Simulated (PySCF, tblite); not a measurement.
**BClH3N2 radical: geometry, infrared bands and EPR parameters**

What infrared bands and EPR parameters should BClH3N2 radical (`[NH]B(N)Cl`) show?

Computed with tblite 0.8.0 and PySCF 2.14.0, with density-fitted response routines of our own, on a single molecule in the gas phase. Atoms count from 0, in the outputs and in this text.

## (1) The starting structure

7 atoms, charge 0, multiplicity 2; geometry from: force field or distance geometry start.

Bonds of the start (Å): N0–B1 1.55, B1–N2 1.50, B1–Cl3 1.84, N0–H4 1.04, N2–H5 1.05, N2–H6 1.03.

## (2) Relaxing the molecule with GFN2-xTB

Job settings and geometry (Å):

```
{"job": {"kind": "relax", "xc": "GFN2-xTB", "basis": "xTB"}, "charge": 0, "multiplicity": 2}
N      1.544900    -0.376800     0.458500
B      0.282000     0.380800    -0.012800
N     -0.952400    -0.464900    -0.144200
Cl     0.299800     2.222000     0.008500
H      1.808200    -0.974000    -0.350600
H     -1.678000    -0.049600    -0.774100
H     -1.301200    -0.732700     0.787500
```

Started as:

```console
$ OMP_NUM_THREADS=1 python probes_run.py task.json out
```

One launch serves the whole session: the jobs run in the order shown.

The log of the run:

```text
step      E/eV     max force
  0    -356.23152    3.868
  1    -356.63104    2.792
  2    -356.66618    6.107
  3    -356.91350    1.327
  4    -356.95278    0.593
  5    -356.99834    0.973
  6    -357.02569    1.058
  7    -357.08126    0.898
  8    -357.11691    0.801
  9    -357.16363    0.622
 10    -357.19030    0.582
 11    -357.21379    0.421
 12    -357.22643    0.697
 13    -357.24129    0.924
 14    -357.26121    0.723
 15    -357.31211    0.976
 16    -357.31364    1.081
 17    -357.34784    0.457
 18    -357.35221    1.429
 19    -357.38302    0.498
 20    -357.39964    0.286
 21    -357.42002    0.523
 22    -357.42520    0.231
 23    -357.42814    0.206
 24    -357.43992    0.326
 25    -357.44279    0.179
 26    -357.44383    0.137
 27    -357.44517    0.126
 28    -357.44704    0.165
 29    -357.44863    0.113
 30    -357.44949    0.122
 31    -357.44997    0.121
 32    -357.45064    0.123
 33    -357.45178    0.156
 34    -357.45326    0.174
 35    -357.45467    0.127
 36    -357.45572    0.076
 37    -357.45621    0.087
 38    -357.45644    0.062
 39    -357.45654    0.051
 40    -357.45663    0.034
 41    -357.45674    0.047
 42    -357.45700    0.083
 43    -357.45761    0.155
 44    -357.45859    0.264
 45    -357.46002    0.325
 46    -357.46302    0.335
 47    -357.46684    0.173
 48    -357.46165    1.071
 49    -357.47344    0.174
 50    -357.47979    0.189
 51    -357.45447    1.227
 52    -357.49011    1.079
 53    -357.48362    1.763
 54    -357.54092    1.170
 55    -357.55429    0.505
 56    -357.58192    1.239
 57    -357.57921    1.291
 58    -357.60923    0.772
 59    -357.62270    0.880
 60    -357.63095    0.337
 61    -357.63506    0.203
 62    -357.63817    0.115
 63    -357.63984    0.125
 64    -357.64129    0.093
 65    -357.64330    0.135
 66    -357.64568    0.128
 67    -357.64750    0.103
 68    -357.64821    0.087
 69    -357.64855    0.072
 70    -357.64893    0.049
 71    -357.64923    0.017
 72    -357.64931    0.011
 73    -357.64932    0.007
```

Wall time 0.28 s (1 thread of AMD EPYC 7B13, shared host).

Step by step: (not every step is listed)

```csv
step,energy from step 0 (eV),largest force (eV/Å)
0,0.0000,3.8684
1,-0.3995,2.7921
2,-0.4347,6.1069
3,-0.6820,1.3271
4,-0.7213,0.5927
5,-0.7668,0.9731
6,-0.7942,1.0581
7,-0.8497,0.8984
8,-0.8854,0.8014
14,-1.0297,0.7229
20,-1.1681,0.2862
26,-1.2123,0.1373
32,-1.2191,0.1229
38,-1.2249,0.0616
44,-1.2271,0.2640
50,-1.2483,0.1889
56,-1.3504,1.2390
62,-1.4067,0.1152
68,-1.4167,0.0868
69,-1.4170,0.0725
70,-1.4174,0.0488
71,-1.4177,0.0175
72,-1.4178,0.0110
73,-1.4178,0.0070
```

Close pairs (by a distance rule), those that changed most:

```csv
bond,before (Å),after (Å),change (Å)
N0–B1,1.546,1.355,-0.191
B1–N2,1.502,1.400,-0.102
B1–Cl3,1.841,1.797,-0.044
N2–H5,1.047,1.004,-0.043
N0–H4,1.040,1.000,-0.039
N2–H6,1.030,1.004,-0.027
```

The end geometry stands in the next job.

## (3) Harmonic vibrations with GFN2-xTB

Job settings and geometry (Å):

```
{"job": {"kind": "ir", "xc": "GFN2-xTB", "basis": "xTB"}, "charge": 0, "multiplicity": 2}
N      1.304698    -0.642394     0.101566
B      0.224064     0.167230    -0.014564
N     -1.119620    -0.224722    -0.015045
Cl     0.586074     1.919477    -0.186043
H      2.285073    -0.444967     0.112672
H     -1.886522     0.416875    -0.103674
H     -1.390434    -1.186594     0.078009
```

The log of the run:

```text
mode    cm-1     km/mol
  1     241.3      3.29
  2     292.8      0.49
  3     351.1     97.83
  4     405.8      1.74
  5     427.7    226.38
  6     460.4      6.27
  7     484.1      1.29
  8     662.8    163.06
  9     852.2     58.83
 10    1054.0     37.58
 11    1434.2     25.81
 12    1489.2    121.93
 13    3518.1     40.31
 14    3563.9      8.10
 15    3568.2      1.40
```

It took 0.11 s on 1 thread of AMD EPYC 7B13, shared host.

Which atoms move in the most intense modes:

```csv
cm⁻¹,km/mol,atoms
351,97.8,"H4 43 %, B1 28 %, N0 20 %"
428,226.4,"H5 53 %, H6 27 %, N2 13 %"
663,163.1,"H4 82 %, N0 16 %"
852,58.8,"H5 36 %, H6 26 %, N2 23 %"
1054,37.6,"B1 38 %, N2 30 %, N0 21 %"
1434,25.8,"B1 55 %, N0 17 %, H5 15 %, H6 11 %"
1489,121.9,"H6 33 %, H5 31 %, N2 18 %, B1 15 %"
3518,40.3,"H5 50 %, H6 46 %"
```

## (4) g tensor and hyperfine couplings: B3LYP/pcH-1

Same as in step 3 but for these lines:

```diff
@@ -1,2 +1,2 @@
-{"job": {"kind": "ir", "xc": "GFN2-xTB", "basis": "xTB"}, "charge": 0, "multiplicity": 2}
+{"job": {"kind": "epr", "basis": "pcH-1"}, "charge": 0, "multiplicity": 2}
 N      1.304698    -0.642394     0.101566
```

Method: UKS B3LYP, pcH-1 on B Cl H N, non-relativistic, mean-field spin-orbit, GIAO.

The log of the run:

```text
UKS, coarse grid
  cycle   1  E = -596.36230316  |g| = 3.11e-01
  cycle   2  E = -596.34343643  |g| = 3.94e-01
  cycle   3  E = -596.41364796  |g| = 8.86e-02
  cycle   4  E = -596.41603967  |g| = 6.09e-02
  cycle   5  E = -596.41764041  |g| = 1.10e-02
  cycle   6  E = -596.41773466  |g| = 9.05e-03
  cycle   7  E = -596.41778228  |g| = 2.05e-03
  cycle   8  E = -596.41778652  |g| = 1.17e-03
  cycle   9  E = -596.41778740  |g| = 4.36e-04
UKS, final grid
  cycle   1  E = -596.41779485  |g| = 5.35e-04
  cycle   2  E = -596.41779482  |g| = 9.46e-04
  cycle   3  E = -596.41779528  |g| = 1.80e-04
  cycle   4  E = -596.41779541  |g| = 1.65e-04
  cycle   5  E = -596.41779567  |g| = 1.61e-04
  cycle   6  E = -596.41779570  |g| = 1.61e-04
  cycle   7  E = -596.41779358  |g| = 1.43e-04
  cycle   8  E = -596.41779059  |g| = 2.23e-04
  cycle   9  E = -596.41779059  |g| = 2.10e-04
  cycle  10  E = -596.41779061  |g| = 6.07e-05
  cycle  11  E = -596.41779051  |g| = 6.10e-05
  cycle  12  E = -596.41779051  |g| = 2.36e-05
E = -596.41779051 Eh   <S^2> = 0.7567 (exact 0.7500)
g shifts (ppm)      1          2          3
  rmc          -213       -213       -213
  gc             48         -4         48
  oz_so       -3611         47      19832
  total       -3747       -170      19696
hyperfine (MHz)  atom isotope    a_iso     a_fc   dipolar eigenvalues
    0   14N      25.84      25.65    -37.12    -36.93     74.05
    1   11B     -32.28     -32.46     -5.21     -4.71      9.93
    2   14N       7.63       7.66     -9.62     -8.91     18.53
    3  35Cl      -0.90      -1.35     -6.46     -5.62     12.08
    4    1H     -54.75     -54.74    -46.89     -7.90     54.79
    5    1H     -15.57     -15.59    -12.12     -3.47     15.59
    6    1H     -13.71     -13.70     -7.60     -4.73     12.33
```

It took 12 s on 1 thread of AMD EPYC 7B13, shared host; peak memory 0.47 GiB.

Principal g values 1.99857, 2.00215, 2.02202; g(iso) = 2.00758, against 2.00232 for a free electron.

Mean a(iso) over the nuclei that a row names, and the largest dipolar term of the row (other rows stand at the frozen geometry):

```csv
nuclei,isotope,a(iso) (MHz),"a(iso) (G, at g = 2.0023)",largest dipolar term (MHz)
H4,1H,-54.8,-19.5,54.8
B1,11B,-32.3,-11.5,9.9
N0,14N,25.8,9.2,74.1
"H5, H6",1H,-14.6,-5.2,15.6
N2,14N,7.6,2.7,18.5
Cl3,35Cl,-0.9,-0.3,12.1
```

Mulliken spin populations:

```csv
atom,value (e)
N0,0.87
B1,-0.06
N2,0.20
Cl3,0.03
H4,-0.03
H5,-0.01
H6,-0.01
```

In first order the couplings over 0.8 MHz of 1H, 11B, 14N, 35Cl give 864 distinct lines over 89.4 G, if the averaged nuclei exchange fast; the same motion can average rows kept apart here too.

The fields below are evaluated on a grid from the run's orbitals.

ELF in a plane through or near 7 of the atoms.

Ten even steps from ' ' (0.00) to '@' (1.00):
```
                                                        
                                                        
                                                        
                                                        
                ..--++++--..                            
              ..==##%%%%##--    ::##%%##..              
            ..::++%%@@@@%%--    ##@@@@@@**..            
        ..==**####%%@@@@##--  ..%%@@@@@@**..            
        **@@@@@@@@**##==##==--++**##%%**..              
        ++@@@@@@@@%%%%@@--  ++%%::==****--..            
        ..==****++==****::@@--%%++++@@@@%%##..          
                    ::====------==##@@@@@@@@--          
              ..==**##****%%**::    **%%%%##            
            ::++%%%%++--==::%%**..      ..              
            ::++%%%%**::----%%%%==..                    
            ..--**##%%%%##%%%%##++::                    
              ..--==**########++--..                    
                    ..::::::::..                        
                                                        
                                                        
```
The map spans 9.7 Å across and 9.0 Å up, centred on the molecule. Atoms in the plane (x, y in Å): N0 (-1.3, 0.7), B1 (-0.2, -0.2), N2 (1.1, 0.2), Cl3 (-0.7, -1.9), H4 (-2.3, 0.6), H5 (1.9, -0.5), H6 (1.4, 1.1).

On the surface of density 0.002 e/bohr³ the electrostatic potential runs, from the 1st to the 99th percentile, from -1.41 V near N0 to 2.14 V near H5.

The spin density lies nearest to N0 68 %; N2 14 %; H4 7 %.

## (5) Outcome

```
                                                                  quantity                 value
                                 strongest single infrared mode (GFN2-xTB)  428 cm⁻¹, 226 km/mol
                                              zero-point energy (GFN2-xTB)         26.9 kcal/mol
                                                            g(iso) (B3LYP)               2.00758
                                                                      ⟨S²⟩    0.757 (exact 0.75)
                                        largest a(iso) (averaged by class)   1H on H4, -54.8 MHz
potential on the surface of density 0.002 e/bohr³, 1st and 99th percentile    -1.41 V and 2.14 V
```

The optimisation took 73 steps and gained 1.418 eV; among the close pairs (by a distance rule), N0–B1 changed most, from 1.546 to 1.355 Å. All 15 modes are real, so the xTB geometry is a minimum. The strongest single mode, at 428 cm⁻¹, moves mainly H5 and H6. GFN2-xTB is a fitted tight-binding method: band positions and strengths are rough. Its intensities can rank the bands wrongly. Most of the unpaired spin sits on N0 (0.87 e). The isotropic g lies 5.3 ppt above the free-electron value. The conformer search found further structures of the same energy, which may be mirror or relabelled copies of this one.
